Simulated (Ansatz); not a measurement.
# SnSeO: the cost of one run

Computed with Ansatz 0.2.0 (DFT PBE, scalar-relativistic, plane waves, PAW, unless a step's input says otherwise).

## 1. The structure to begin with

Symmetry: P6_3/mmc, No. 194, hexagonal system. Conventional cell: a = 4.309 Å, b = 4.309 Å, c = 7.793 Å, α = 90.00°, β = 90.00°, γ = 120.00°. Sn (site symmetry -6m2) is surrounded by 3 Se at 2.49 Å and 6 O at 3.16 Å. Around Se (site symmetry -6m2) lie 3 Sn at 2.49 Å. O (site symmetry -3m) has 6 Sn at 3.16 Å and 6 Se at 3.16 Å in its first shell of neighbours.

Coordinates:

```cif
data_structure
_symmetry_space_group_name_H-M 'P6_3/mmc'
_symmetry_Int_Tables_number 194
_cell_length_a 4.3088
_cell_length_b 4.3088
_cell_length_c 7.7927
_cell_angle_alpha 90.000
_cell_angle_beta 90.000
_cell_angle_gamma 120.000
_cell_volume 125.29
loop_
_atom_site_label
_atom_site_type_symbol
_atom_site_symmetry_multiplicity
_atom_site_Wyckoff_symbol
_atom_site_fract_x
_atom_site_fract_y
_atom_site_fract_z
_atom_site_occupancy
Sn1 Sn 2 c 0.66667 0.33333 0.75000 1
Se1 Se 2 d 0.66667 0.33333 0.25000 1
O1 O 2 a 0.00000 0.00000 0.50000 1
```

The cell is invented: species swapped into a database cell of PrAsPd (P6_3/mmc, No. 194), with O on the Pr sites, Se on the As sites and Sn on the Pd sites. Lengths come from tabulated atomic sizes and are only a guess.

## 2. A first look at the guess

input.yaml

```yaml
crystal:
  lattice:
    - [4.3087795, 0.0, 0.0]
    - [-2.15438975, 3.7315125, 0.0]
    - [0.0, 0.0, 7.79274501]
  atoms:
    - { symbol: Sn, position: [0.66666667, 0.33333333, 0.75] }
    - { symbol: Sn, position: [0.33333333, 0.66666667, 0.25] }
    - { symbol: Se, position: [0.66666667, 0.33333333, 0.25] }
    - { symbol: Se, position: [0.33333333, 0.66666667, 0.75] }
    - { symbol: O, position: [0.0, 0.0, 0.5] }
    - { symbol: O, position: [0.0, 0.0, 0.0] }
basis:
  ecutwfc: 420
kpoints:
  mp_grid: { grid: [6, 6, 2] }
hamiltonian:
  xc: pbe
scf:
  occupations: { method: gaussian, width: 0.1 }
  lower_state_search: "off"
output:
  forces: true
  stress: true
  eigenvalues: true
```

Command:

```bash
ansatz run input.yaml --threads 1 --pin off --max-ram 2560MiB --backend cpu --events-out ev --progress --plain --runs-dir out
```

What time and memory should one allow on 1 thread of AMD EPYC 7B13 (Zen 3), shared host?

About 3.5 s, with a peak of 0.46 GiB.
